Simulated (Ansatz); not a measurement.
# NbH (quintet): from Hartree-Fock to the top rungs at distance Nb1–H2 = 2.104 Å, def2-TZVP

Aim: climb from Hartree-Fock through coupled cluster and multireference methods for NbH (quintet) at one geometry and basis, and see what each rung misses.

Program: Ansatz 0.2.0, Gaussian basis. Level of theory: def2-TZVP, core rule «outside noble gas», up to 4 orbitals frozen. These are calculated values, not measurements.

The runs, in order: UHF; CCSD(T) on ROHF; CCSD(T) on UHF; CISD as a restricted active space (open shells left free, so some higher excitations enter); CCSDT(Q) on ROHF; CCSDT(Q) on UHF; CASSCF and MRCISD+Q, 6 electrons in 6 orbitals; CASSCF and NEVPT2, 6 electrons in 6 orbitals; CASSCF and MRCISD+Q, 6 electrons in 7 orbitals; CASSCF and NEVPT2, 6 electrons in 7 orbitals; Full CI.

21 further runs of the same task are left out: 6 for a known fault of the program, 12 that didn't finish, 3 set aside as unsound or not needed. Runs told in other sessions of the task aren't counted.

**1. The system**

The geometry derives from a PBE0/def2-TZVP stationary point (not a proven minimum). One bond is set to the value named and the two fragments are kept rigid. No spin-orbit coupling is included. Elements past krypton take def2 core potentials.

2 atoms, charge 0, spin multiplicity 5.

Atoms are counted from 1 here; the program's logs count them from 0.

Bond lengths: Nb1–H2 2.104 Å.

**2. UHF**

in.yaml reads:

```yaml
crystal:
  periodic: [false, false, false]
  atoms:
    - {symbol: Nb, position_ang: [0.000000, 0.000000, 0.000000]}
    - {symbol: H, position_ang: [0.000000, 0.000000, 2.104000]}
basis:
  gaussian: {orbitals: def2-TZVP}
magnetization: {spin_polarized: true, initial_magnetization: 4}
hamiltonian: {xc: hf}
output: {orbitals: {seedname: orbitals}}
```

The run is started by

```sh
$ ansatz run in.yaml --threads 1 --pin off --events-out ev --progress --plain --max-ram 2393MiB
```

Further steps of the session: CCSD(T) on ROHF; CCSD(T) on UHF; CISD as a restricted active space (open shells left free, so some higher excitations enter); CCSDT(Q) on ROHF; CCSDT(Q) on UHF; CASSCF and MRCISD+Q, 6 electrons in 6 orbitals; CASSCF and NEVPT2, 6 electrons in 6 orbitals; CASSCF and MRCISD+Q, 6 electrons in 7 orbitals; CASSCF and NEVPT2, 6 electrons in 7 orbitals; Full CI.

**Question.** What will the summary of the whole plan be? Wanted: FCI from the RHF energy; RMP2 from FCI; UMP2 from FCI; RCCSD from FCI; RCCSD(T) from FCI; UCCSD(T) from FCI; RCCSDT(Q) from FCI; UCCSDT(Q) from FCI; NEVPT2 pair from FCI.

As calculated:

| quantity | value |
| --- | --- |
| FCI from the ROHF energy | -2.1717 eV |
| RMP2 from FCI | +571.5 meV |
| UMP2 from FCI | +431.2 meV |
| RCCSD from FCI | +78.5 meV |
| RCCSD(T) from FCI | +21.1 meV |
| UCCSD(T) from FCI | -79.5 meV |
| RCCSDT(Q) from FCI | -1.3 meV |
| UCCSDT(Q) from FCI | -102.0 meV |
| NEVPT2 pair from FCI | +551.3 meV |
| MRCISD+Q pair from FCI | +21.8 meV |
| NEVPT2 valence from FCI | +544.8 meV |
| levels within 1 kcal/mol (43 meV) | UCCSD, RCCSD(T), RCCSDT, RCCSDT(Q), MRCISD+Q pair, MRCISD+Q valence |
| T1 diagnostic | 0.065 |
| effectively unpaired electrons | 4.04 |

What this shows: RCCSD(T) lands +21.1 meV from the yardstick (1.0 % of the correlation energy). CCSD(T) misses by +21.1 meV on the restricted determinant and by -79.5 meV on the unrestricted one; the two need not hold the same state or core. UCCSD, UCCSD(T), UCCSDT, UCCSDT(Q) fall below full CI: unrestricted runs freeze a spin-polarised core, another one than full CI's, and coupled cluster isn't variational. The occupations are near whole numbers, but T1 = 0.065 shows that the orbitals relax strongly. Of the multireference levels listed MRCISD+Q valence comes nearest in total energy (+18.6 meV), which doesn't show that its space is the better one. These misses are within one basis, not against nature; the frozen cores of restricted and unrestricted runs differ, which can shift their rows.

Levels on UHF freeze UHF's core orbitals, full CI those of ROHF, so the U rows can settle a little off it for that reason alone.

With open shells the CI space here admits some higher excitations, so it is larger than plain CISD.
